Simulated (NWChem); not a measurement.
**InHSBr (SMILES [SH][In][Br]): levels of theory compared**

We compute a comparison of 4 runs (UHF/STO-3G, UHF/3-21G, UMP2/3-21G, UCCSD/STO-3G) of InHSBr. 

Program for the calculation: NWChem 7.3.0.

## (1) The structure to begin with

InHSBr has 4 atoms, charge 0, and is taken as a doublet. As SMILES, `[SH][In][Br]`. The coordinates come from a PBE0-D4/def2-TZVP relaxation.

Bond lengths: S1–In2 2.430 Å, In2–Br3 2.505 Å, S1–H4 1.344 Å. Angles: S1–In2–Br3 116.5°, In2–S1–H4 92.9°.

## (2) Energy and forces at UHF/STO-3G (run 1)

Contents of sp.xyz:

```xyz
4
BrHInS hf
S     -1.137400    -0.834500     0.480600
In     0.480200     0.729600    -0.437100
Br     2.897200     0.144600    -0.132800
H     -2.184500    -0.100000     0.068900
```

Contents of sp.nw:

```
start sp
title "BrHInS hf"
memory 2200 mb
charge 0

geometry noautosym nocenter noautoz
 load format xyz sp.xyz
end

basis spherical bse
 * library STO-3G
end

scf
 doublet
 uhf
 thresh 1e-08
 maxiter 80
end

task scf gradient
```

The run is started by

```
$ nwchem sp.nw > sp.out
```

Log:

```text
[...]
  functions       =    55
[...]
  wavefunction    = UHF
[...]
         Total SCF energy =  -8621.386353930577
      One electron energy = -13228.430426955858
      Two electron energy =   3984.383720386409
 Nuclear repulsion energy =    622.660352638872
                       Sz =      0.5000
                 Sz(Sz+1) =      0.7500
                      S^2 =      0.7560
[...]
                         UHF ENERGY GRADIENTS
    atom               coordinates                        gradient
                 x          y          z           x          y          z
   1 S      -2.149374  -1.576976   0.908202   -0.014837  -0.026349   0.015345
   2 In      0.907446   1.378744  -0.825999   -0.005014   0.023784  -0.013564
   3 Br      5.474914   0.273254  -0.250956    0.026820  -0.004425   0.002183
   4 H      -4.128106  -0.188973   0.130202   -0.006968   0.006990  -0.003965
[...]
```

Wall time 10 s (1 thread of AMD EPYC 9R14 (Zen 4), shared host); peak memory 0.1 GiB.

## (3) Energy and forces at UHF/3-21G (run 2)

Contents of brhins.nw:

```
start brhins
title "BrHInS"
memory stack 880 mb heap 220 mb global 1100 mb

geometry units angstrom noautosym nocenter noautoz
  S    -1.137400   -0.834500    0.480600
  In    0.480200    0.729600   -0.437100
  Br    2.897200    0.144600   -0.132800
  H    -2.184500   -0.100000    0.068900
end

basis spherical bse
  * library 3-21G
end

scf
  doublet
  uhf
  thresh 1e-08
  maxiter 80
end

task scf gradient
```

The run is started by

```
$ nwchem brhins.nw > brhins.out
```

Log:

```text
[...]
  functions       =    68
[...]
  wavefunction    = UHF
[...]
         Total SCF energy =  -8671.013406444494
      One electron energy = -13254.724768408490
      Two electron energy =   3961.051009325125
 Nuclear repulsion energy =    622.660352638872
                       Sz =      0.5000
                 Sz(Sz+1) =      0.7500
                      S^2 =      0.7588
[...]
                         UHF ENERGY GRADIENTS
    atom               coordinates                        gradient
                 x          y          z           x          y          z
   1 S      -2.149374  -1.576976   0.908202    0.006306   0.008448  -0.004922
   2 In      0.907446   1.378744  -0.825999   -0.002635  -0.012547   0.007228
   3 Br      5.474914   0.273254  -0.250956   -0.012441   0.002898  -0.001509
   4 H      -4.128106  -0.188973   0.130202    0.008770   0.001201  -0.000798
[...]
```

It took 13 s on 1 thread of AMD EPYC 9R14 (Zen 4), shared host; peak memory 0.1 GiB.

## (4) Energy and gradient at UMP2/3-21G (run 3)

Contents of brhins.nw:

```
start brhins
memory stack 880 mb heap 220 mb global 1100 mb
charge 0
geometry units angstrom noautosym nocenter noautoz
  S     -1.137400    -0.834500     0.480600
  In     0.480200     0.729600    -0.437100
  Br     2.897200     0.144600    -0.132800
  H     -2.184500    -0.100000     0.068900
end
basis spherical bse
  * library 3-21G
end
scf
  doublet
  uhf
  thresh 1e-08
  maxiter 80
end
mp2
  freeze core 32
  tight
end
task mp2 gradient
```

The run is started by

```
$ nwchem brhins.nw > brhins.out
```

Log:

```text
[...]
  functions       =    68
[...]
  wavefunction    = UHF
[...]
         Total SCF energy =  -8671.013406444494
      One electron energy = -13254.724768408490
      Two electron energy =   3961.051009325125
 Nuclear repulsion energy =    622.660352638872
                       Sz =      0.5000
                 Sz(Sz+1) =      0.7500
                      S^2 =      0.7588
[...]
          Total MP2 energy         -8671.124576533235
[...]
                         mp2 ENERGY GRADIENTS
    atom               coordinates                        gradient
                 x          y          z           x          y          z
   1 S      -2.149374  -1.576976   0.908202    0.001099   0.016701  -0.009617
   2 In      0.907446   1.378744  -0.825999   -0.001476  -0.015034   0.008644
   3 Br      5.474914   0.273254  -0.250956   -0.014573   0.003341  -0.001737
   4 H      -4.128106  -0.188973   0.130202    0.014950  -0.005008   0.002709
[...]
```

It took 26 s on 1 thread of AMD EPYC 9R14 (Zen 4), shared host; peak memory 0.15 GiB.

## (5) A single-point energy at UCCSD/STO-3G (run 4)

Contents of brhins.nw:

```
START brhins
TITLE "BrHInS ccsd"
memory 2200 mb
charge 0
GEOMETRY noautosym nocenter noautoz
  S    -1.137400   -0.834500    0.480600
  In    0.480200    0.729600   -0.437100
  Br    2.897200    0.144600   -0.132800
  H    -2.184500   -0.100000    0.068900
END
BASIS spherical bse
  * library STO-3G
END
SCF
  nopen 1
  uhf
  thresh 1e-08
  maxiter 80
END
TCE
  scf
  ccsd
  freeze core 32
  maxiter 60
END
TASK tce energy
```

The run is started by

```
$ nwchem brhins.nw > brhins.out
```

Log:

```text
[...]
  functions       =    55
[...]
  wavefunction    = UHF
[...]
         Total SCF energy =  -8621.386353929289
      One electron energy = -13228.430426955651
      Two electron energy =   3984.383720387490
 Nuclear repulsion energy =    622.660352638872
                       Sz =      0.5000
                 Sz(Sz+1) =      0.7500
                      S^2 =      0.7560
[...]
         Wavefunction type : Unrestricted Hartree-Fock
          No. of electrons :   101
[...]
         Spin multiplicity : doublet
[...]
 CCSD total energy / hartree       =     -8621.444925479978338
[...]
```

It took 8.7 s on 1 thread of AMD EPYC 9R14 (Zen 4), shared host; peak memory 0.14 GiB.

## (6) All runs side by side

```
run         level  module  frozen core orbitals   energy (Eh)  dipole moment (D)  HOMO energy (eV)  LUMO energy (eV)  wall time
  1    UHF/STO-3G     scf                     –  -8621.386354               3.84             -5.16              4.12       10 s
  2     UHF/3-21G     scf                     –  -8671.013406               4.40             -8.71             -0.85       13 s
  3    UMP2/3-21G     mp2                    32  -8671.124577               3.66             -8.71             -0.85       26 s
  4  UCCSD/STO-3G     tce                    32  -8621.444925                  –             -5.16              4.12      8.7 s
```

## (7) What came out

```
                                                         quantity           value
                                              run 4: total energy  -8621.44493 Eh
run 4: HOMO energy (Hartree–Fock orbitals) (highest over α and β)        -5.16 eV
 run 4: LUMO energy (Hartree–Fock orbitals) (lowest over α and β)         4.12 eV
              run 4: correlation energy (32 core orbitals frozen)       -58.6 mEh
                         run 4: ⟨S²⟩ of the reference determinant           0.756
```

**Reading.** Over runs 1, 2, 3 the dipole moment (its size) runs from 3.66 D (UMP2/3-21G) to 4.40 D (UHF/3-21G). In runs 1, 4 the basis is minimal, so the values are rough. In runs 1, 2, 3, 4 relativity is left out where basis or elements ask for it. All runs together took 58 s, the longest 26 s.
